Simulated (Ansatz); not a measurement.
**CH₄BFO: how energies converge with the basis set**

Aim: see how fast density functionals converge with the basis set for CH₄BFO.

Program: Ansatz 0.2.0, Gaussian basis. Level of theory: one geometry, several basis sets. These are calculated values, not measurements.

Plan: PBE0-D4/def2-SVP; ωB97M-V/def2-SVP; PBE0-D4/def2-QZVPP; ωB97M-V/def2-QZVPP; the functionals' def2-TZVPP values are taken from earlier runs.

**1. The geometry**

An earlier PBE0-D4 in a triple-zeta def2 set relaxation fixed the geometry.

8 atoms, charge 0, spin multiplicity 1.

Atoms are counted from 1 here; the program's logs count them from 0.

Bond lengths: O1–B2 1.352 Å, O1–H5 0.960 Å, B2–C3 1.572 Å, B2–H6 1.200 Å, C3–F4 1.389 Å, C3–H7 1.098 Å, C3–H8 1.098 Å. Angles: B2–O1–H5 113.6°, O1–B2–C3 116.8°, O1–B2–H6 121.2°, C3–B2–H6 122.0°, B2–C3–F4 112.6°, B2–C3–H7 110.8°, B2–C3–H8 110.7°, F4–C3–H7 108.1°, F4–C3–H8 108.1°, H7–C3–H8 106.3°.

**2. PBE0-D4 in def2-SVP**

File in.yaml:

```yaml
crystal:
  periodic: [false, false, false]
  atoms:
    - {symbol: O, position_ang: [-0.242210, 1.079490, -1.168597]}
    - {symbol: B, position_ang: [0.106698, 0.597613, 0.045448]}
    - {symbol: C, position_ang: [-0.021407, -0.954833, 0.254082]}
    - {symbol: F, position_ang: [0.362024, -1.355093, 1.527500]}
    - {symbol: H, position_ang: [-0.147107, 2.031211, -1.246331]}
    - {symbol: H, position_ang: [0.494300, 1.326984, 0.916608]}
    - {symbol: H, position_ang: [0.595505, -1.497464, -0.474339]}
    - {symbol: H, position_ang: [-1.055704, -1.284907, 0.089731]}
basis:
  gaussian: {orbitals: def2-SVP}
hamiltonian: {xc: pbe0, dispersion: d4}
output: {orbitals: {seedname: orbitals}}
```

Run with:

```console
$ ansatz run in.yaml --threads 2 --pin off --events-out ev --progress --plain --max-ram 4352MiB
```

Further steps of the session: ωB97M-V in def2-SVP; PBE0-D4 in def2-QZVPP; ωB97M-V in def2-QZVPP.

Q: Predict the results of all the runs planned. Wanted: PBE0-D4: double and triple zeta above quadruple; ωB97M-V: double and triple zeta above quadruple.

**Answer**, as computed:

| quantity | value |
| --- | --- |
| PBE0-D4: double and triple zeta above quadruple | 8.19, 0.37 eV |
| ωB97M-V: double and triple zeta above quadruple | 8.41, 0.35 eV |

For PBE0-D4 the step from double to triple zeta gains 7.82 eV and the next only 0.37 eV. These are total energies; as a rule much of such shifts cancels in differences, which this series doesn't test. The LUMO of ωB97M-V is positive and keeps falling with the basis (2.04 to 1.30 eV): an unbound level that the basis holds in place.
